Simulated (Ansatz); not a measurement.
# BiW (zincblende): other levels of theory at one geometry

One table from this session's results is given with a row withheld; the runs are named, their logs left out.

Method: DFT at several levels, plane waves, PAW, in Ansatz 0.2.0.

1 further run of the same task is left out (it didn't finish). Runs told in other sessions of the task aren't counted.

**The system as given**

The structure is cubic, space group F-43m (No. 216). The conventional cell has a = 6.337 Å, b = 6.337 Å, c = 6.337 Å, α = 90.00°, β = 90.00°, γ = 90.00°. W (site symmetry -43m) has 4 Bi at 2.74 Å in its first shell of neighbours. Around Bi (site symmetry -43m) lie 4 W at 2.74 Å.

As a file:

```
W Bi
1.0
     0.00000    3.16862    3.16862
     3.16862    0.00000    3.16862
     3.16862    3.16862    0.00000
W Bi
1 1
Direct
  0.00000 0.00000 0.00000
  0.25000 0.25000 0.25000
```

An earlier run at PBE left this cell at 31.813 Å³/atom and -0.01 GPa (10×10×10 mesh), a metal on this mesh.

Levels to run: PBE+SOC; r²SCAN; PBEsol; LDA. Hardware: 2 threads of Arm Neoverse V2, shared host.

Set-up of the first run:

The input, input.yaml:

```yaml
crystal:
  lattice:
    - [0.0, 3.1686222189, 3.1686222189]
    - [3.1686222189, 0.0, 3.1686222189]
    - [3.1686222189, 3.1686222189, 0.0]
  atoms:
    - { symbol: W, position: [0.0, 0.0, 0.0] }
    - { symbol: Bi, position: [0.25, 0.25, 0.25] }
basis:
  ecutwfc: 420
  ecutrho_ratio: 4
kpoints:
  mp_grid: { grid: [10, 10, 10] }
hamiltonian:
  xc: pbe
scf:
  occupations: { method: gaussian, width: 0.05 }
output:
  forces: true
  stress: true
  eigenvalues: true
  populations: true
  dos: { projected: true, de: 0.02 }
  write_density: true
  write_potential: true
  elf: true
  volumetric_format: npy
magnetization:
  noncollinear: true
  spin_orbit: true
```

Run with:

```sh
$ ansatz run input.yaml --threads 2 --pin off --max-ram 2662MiB --backend cpu --events-out ev --progress --plain --runs-dir out
```

Steps of the session up to this table: PBE+SOC; r²SCAN; PBEsol; LDA.

One table of the session follows, with a row left open; its other results are not shown here.

| level | pressure (GPa) |
| --- | --- |
| PBE | 0.0 |
| LDA | -4.8 |
| PBEsol | -3.1 |
| PBE+SOC | ? |
| r²SCAN | -1.8 |

Estimate the missing values for PBE+SOC.

As computed: pressure (GPa): 0.4. In the column «pressure (GPa)» it is the highest.

The pressure runs from -4.8 GPa (LDA) to 0.4 GPa (PBE+SOC); a negative pressure means that level wants a smaller cell, a positive one a larger cell. Total energies of different levels have different zeros and can't be compared.
